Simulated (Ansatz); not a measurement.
# CH6GeOSSi: the cost of one run

All numbers below are computed with Ansatz 0.2.0 (RKS B3LYP-D4/def2-SVP).

**1. The system as given**

Bond lengths: Si1–Ge2 2.319 Å, Ge2–O3 1.836 Å, Ge2–C4 1.941 Å, O3–C4 1.285 Å, C4–S5 1.773 Å, Si1–H6 1.504 Å, Si1–H7 1.479 Å, Si1–H8 1.412 Å, Ge2–H9 1.594 Å, C4–H10 1.141 Å, S5–H11 1.419 Å. Angles (14 of 20 angles, heavy atoms first): Si1–Ge2–O3 106.6°, Si1–Ge2–C4 117.2°, O3–Ge2–C4 39.7°, Ge2–O3–C4 74.6°, Ge2–C4–O3 65.7°, Ge2–C4–S5 114.7°, O3–C4–S5 117.2°, Si1–Ge2–H9 119.6°, O3–Ge2–H9 108.0°, C4–Ge2–H9 121.2°, Ge2–Si1–H6 107.2°, Ge2–Si1–H7 107.2°, Ge2–Si1–H8 109.9°, Ge2–C4–H10 113.4°.

Structure file:

```xyz
11

Si   -0.9838   -1.5219    1.1563
Ge    0.2911    0.3381    0.6131
O     1.4799   -0.2010   -0.6780
C     0.6886    0.6243   -1.2653
S     1.3344    2.2300   -1.6501
H    -1.8899   -1.1243    2.2892
H    -1.8433   -1.8192   -0.0098
H    -0.1379   -2.6049    1.4821
H     1.1096    1.0923    1.7541
H    -0.0359    0.0926   -1.9676
H     0.0524    2.8371   -1.7035
```

**2. End point A**

The input, input.yaml:

```yaml
crystal:
  periodic: [false, false, false]
  atoms:
    - { symbol: Si, position_ang: [-0.9838, -1.5219, 1.1563] }
    - { symbol: Ge, position_ang: [0.2911, 0.3381, 0.6131] }
    - { symbol: O, position_ang: [1.4799, -0.201, -0.678] }
    - { symbol: C, position_ang: [0.6886, 0.6243, -1.2653] }
    - { symbol: S, position_ang: [1.3344, 2.23, -1.6501] }
    - { symbol: H, position_ang: [-1.8899, -1.1243, 2.2892] }
    - { symbol: H, position_ang: [-1.8433, -1.8192, -0.0098] }
    - { symbol: H, position_ang: [-0.1379, -2.6049, 1.4821] }
    - { symbol: H, position_ang: [1.1096, 1.0923, 1.7541] }
    - { symbol: H, position_ang: [-0.0359, 0.0926, -1.9676] }
    - { symbol: H, position_ang: [0.0524, 2.8371, -1.7035] }
basis:
  gaussian: { orbitals: def2-SVP }
hamiltonian:
  xc: b3lyp
  dispersion: d4
relax:
  f_tol: 0.02
  max_steps: 50
output:
  orbitals: {}
```

Started as:

```console
$ ansatz run input.yaml --threads 2 --pin off --max-ram 3072MiB --backend cpu --events-out ev --progress --plain --runs-dir out
```

**Question.** How long does this run take on 2 threads of Arm Neoverse V2, shared host, and how much memory does it need?

About 58 s, with a peak of 0.34 GiB.
